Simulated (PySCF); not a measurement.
# AgClFH4OSi2: the cost of one run

Computed with PySCF 2.14.0; each step states its level. No surroundings beyond the atoms listed, unless a continuum is named. Atoms count from 0, parts from 1.

### 1 Starting point

10 atoms, charge 0, multiplicity 2; geometry: GFN2-xTB. Parts: 1 = atoms 0–8, `O[Si](F)([SiH3])Cl`, charge 0; 2 = atom 9, `[Ag]`, charge 0.

### 2 Geometry optimisation at PBE0-D3(BJ)/def2-SVP

Job settings and geometry (Å):

```
{"job": {"xc": "PBE0", "basis": "def2-SVP", "d3": "d3bj", "grid": 2, "kind": "geom", "shake": 0.01}, "charge": 0, "multiplicity": 2, "parts": [{"atoms": "0-8", "charge": 0, "multiplicity": 1}, {"atoms": "9-9", "charge": 0, "multiplicity": 2}]}
Si    -0.829728     0.005381    -0.145017
Si     1.426125     0.284836    -0.034804
O     -1.401194    -0.236301     1.353156
Cl    -1.910831     1.594786    -0.915002
F     -1.462617    -1.220444    -1.000275
H      1.993040     0.125498     1.312989
H      1.998350    -0.879886    -0.769273
H      1.970622     1.458560    -0.776039
H     -2.134053    -0.797201     1.545311
Ag    -0.053492     2.479050     1.326214
```

The run is started by

```bash
$ OMP_NUM_THREADS=1 python cluster_run.py task.json out
```

One launch serves the whole session: the jobs run in the order shown.

**Question.** How long does this first job take on 1 thread of Intel Xeon at 2.50GHz, shared host, and how much memory does it need?

About 13 min, with a peak of 0.61 GiB.
